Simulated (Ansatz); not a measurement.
# C2H8InN: the cost of one run

Program: Ansatz 0.2.0, Gaussian basis. Level of theory: the settings change from run to run. These are calculated values, not measurements.

## 1. The molecule

The structure was relaxed beforehand with PBE0-D4 in a triple-zeta def2 set. In takes a core potential in def2 sets; no spin-orbit term is included.

SMILES `[CH3][In]([CH3])[NH2]`, 12 atoms, charge 0, spin multiplicity 1.

Atoms are counted from 1 here; the program's logs count them from 0.

Bond lengths: C1–In2 2.149 Å, C1–H5 1.091 Å, C1–H6 1.091 Å, C1–H7 1.090 Å, In2–C3 2.149 Å, In2–N4 2.021 Å, C3–H8 1.092 Å, C3–H9 1.090 Å, C3–H10 1.091 Å, N4–H11 1.007 Å, N4–H12 1.007 Å. Angles: In2–C1–H5 110.4°, In2–C1–H6 110.4°, In2–C1–H7 110.4°, H5–C1–H6 107.9°, H5–C1–H7 108.9°, H6–C1–H7 108.8°, C1–In2–C3 131.2°, C1–In2–N4 114.4°, C3–In2–N4 114.4°, In2–C3–H8 110.1°, In2–C3–H9 110.3°, In2–C3–H10 110.8°, H8–C3–H9 108.6°, H8–C3–H10 108.0°, H9–C3–H10 109.0°, In2–N4–H11 124.6°, In2–N4–H12 124.6°, H11–N4–H12 110.8°.

As a file:

```
C    -0.70403    1.76044   -0.94917
In   -0.03145   -0.05944   -0.02576
C     1.48701   -0.41869    1.45151
N    -0.99274   -1.72127   -0.65625
H     0.12374    2.25904   -1.45644
H    -1.09821    2.44543   -0.19632
H    -1.48774    1.54957   -1.67726
H     1.15957   -0.04471    2.42374
H     1.68548   -1.48742    1.53856
H     2.41329    0.09418    1.18807
H    -1.74448   -1.72660   -1.32550
H    -0.81044   -2.65053   -0.31518
```

## 2. B3LYP5/def2-TZVPD

Options: relativity set to scalar, high accuracy.

in.yaml reads:

```yaml
crystal:
  periodic: [false, false, false]
  atoms:
    - {symbol: C, position_ang: [-0.704033, 1.760444, -0.949170]}
    - {symbol: In, position_ang: [-0.031450, -0.059439, -0.025761]}
    - {symbol: C, position_ang: [1.487008, -0.418690, 1.451512]}
    - {symbol: N, position_ang: [-0.992737, -1.721265, -0.656249]}
    - {symbol: H, position_ang: [0.123739, 2.259036, -1.456439]}
    - {symbol: H, position_ang: [-1.098214, 2.445431, -0.196322]}
    - {symbol: H, position_ang: [-1.487741, 1.549569, -1.677260]}
    - {symbol: H, position_ang: [1.159571, -0.044714, 2.423737]}
    - {symbol: H, position_ang: [1.685484, -1.487425, 1.538564]}
    - {symbol: H, position_ang: [2.413291, 0.094176, 1.188068]}
    - {symbol: H, position_ang: [-1.744480, -1.726597, -1.325502]}
    - {symbol: H, position_ang: [-0.810439, -2.650525, -0.315179]}
basis:
  gaussian: {orbitals: def2-TZVPD}
hamiltonian: {xc: {name: B3LYP5}, pseudopotentials: {relativity: scalar}}
accuracy: high
```

The run is started by

```bash
> ansatz run in.yaml --threads 4 --pin off --events-out ev --progress --plain --max-ram 10444MiB
```

What time and memory should one allow on 4 threads of Arm Neoverse V2, shared host?

About 15 s, with a peak of 1.8 GiB.
